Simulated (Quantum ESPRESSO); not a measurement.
Runs of Quantum ESPRESSO 7.5 on Ag. The cell holds a slab with vacuum, 5 atoms: a = 2.889 Å, b = 2.889 Å, c = 24.437 Å, α = 90.00°, β = 90.00°, γ = 120.00°. The slab is cut from a database's or a generator's crystal, which needn't be the stable form of the element.

```csv
level,form of the LDA correlation,gap on the mesh (eV),largest force (eV/Å),work function (eV)
RPBE,-,none,0.36,4.31
WC,-,none,0.15,(c)
AM05,-,none,0.18,4.56
rev-vdW-DF2,-,none,0.01,4.82
PBE,-,none,0.16,4.52
PBEsol,-,none,0.18,(b)
revPBE,-,none,(a),4.34
LDA,PZ81,none,0.42,5.01
```

Alike in all rows: task work function; potentials or basis SG15 PBE 1.2; no spin polarisation; cell as given; k mesh 7 × 7 × 1; cutoff (eV) 952; smearing fermi-dirac 0.05 eV.

Task: Fill in the values left out.

Result: (a) 0.31; (b) 4.68; (c) 4.66.

Caveats: the potentials were made for another functional, which shifts forces and pressure (some runs).

A k mesh can miss the band edges, and the runs leave out spin-orbit coupling on Ag.

A gap of «none» marks a metal or a gap under the smearing width.

Not every run made on this cell is shown here.
